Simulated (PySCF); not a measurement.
# P10Tm (Tm(P5)2+): the cost of one run

Computed with PySCF 2.14.0. Level: B3LYP, Tm lcecp-1-SVP with ECP58, P def2-SVP; scalar-relativistic core potentials, no spin–orbit coupling.

2 further runs of the same task are left out: 2 for a known fault of the program.

### 1 Starting geometry

11 atoms, charge 1, spin multiplicity 1.

Bond lengths: Tm1–P2 3.028 Å, Tm1–P3 3.028 Å, Tm1–P4 3.028 Å, Tm1–P5 3.028 Å, Tm1–P6 3.028 Å, Tm1–P7 3.028 Å, Tm1–P8 3.028 Å, Tm1–P9 3.028 Å, Tm1–P10 3.028 Å, Tm1–P11 3.028 Å, P2–P3 2.152 Å, P2–P6 2.152 Å, P3–P4 2.152 Å, P4–P5 2.152 Å, P5–P6 2.152 Å, P7–P8 2.152 Å, P7–P11 2.152 Å, P8–P9 2.152 Å and more. Angles: P2–Tm1–P3 41.6°, P2–Tm1–P4 70.2°, P2–Tm1–P5 70.2°, P2–Tm1–P6 41.6°, P2–Tm1–P7 180.0°, P2–Tm1–P8 138.4°, P2–Tm1–P9 109.8°, P2–Tm1–P10 109.8°, P2–Tm1–P11 138.4°, P3–Tm1–P4 41.6°, P3–Tm1–P5 70.2°, P3–Tm1–P6 70.2°, P3–Tm1–P7 138.4°, P3–Tm1–P8 109.8°, P3–Tm1–P9 109.8°, P3–Tm1–P10 138.4°, P3–Tm1–P11 180.0°, P4–Tm1–P5 41.6° and more.

Coordinates:

```xyz
11
charge 1, multiplicity 1
Tm    0.0000    0.0000    0.0000
P     0.0000    1.8308    2.4123
P    -1.7412    0.5657    2.4123
P    -1.0761   -1.4811    2.4123
P     1.0761   -1.4811    2.4123
P     1.7412    0.5657    2.4123
P     0.0000   -1.8308   -2.4123
P    -1.7412   -0.5657   -2.4123
P    -1.0761    1.4811   -2.4123
P     1.0761    1.4811   -2.4123
P     1.7412   -0.5657   -2.4123
```

Formal oxidation states: Tm +3. Each metal's 12 4f electrons lie in its core potential, so multiplicities, spins and levels count the valence alone. An earlier session relaxed this geometry at B3LYP, Tm lcecp-1-SVP with ECP58, P def2-SVP (singlet, point group D5d).

Its energy there is -3451.402893 Eh.

### 2 Atoms moved at random, σ = 0.06 Å

run.py (the lines that set the calculation)

```python
mol = gto.M(atom='''
Tm    -0.03351     0.01901    -0.06939
P      0.13803     1.84121     2.40166
P     -1.77105     0.49264     2.43234
P     -1.06264    -1.44751     2.29954
P      0.95080    -1.33987     2.47935
P      1.85644     0.43764     2.45975
P      0.04966    -1.89760    -2.41777
P     -1.67730    -0.56894    -2.34828
P     -1.04626     1.47210    -2.47435
P      0.93349     1.52250    -2.37093
P      1.66233    -0.53117    -2.39193''',
    basis={'Tm': 'lcecp-1-SVP', 'P': 'def2-SVP'},
    ecp={'Tm': 'lcecp-1-SVP'},
    charge=1, spin=0)
mf = dft.RKS(mol, xc='B3LYP')
mf.grids.atom_grid = (50, 194)  # f atoms: unpruned, at least (60, 302)
mf = mf.density_fit()  # fitting sets: Tm AutoAux, P def2-universal-JKFIT
mf.conv_tol = 1e-08; mf.max_cycle = 55
mf.kernel(dm0)  # dm0: the density of the relaxed state
```

The run is started by

```
$ OMP_NUM_THREADS=4 python run.py
```

**Question.** How long does this run take on 4 threads of Intel Xeon 6975P-C (Granite Rapids), shared host?

About 16 s.
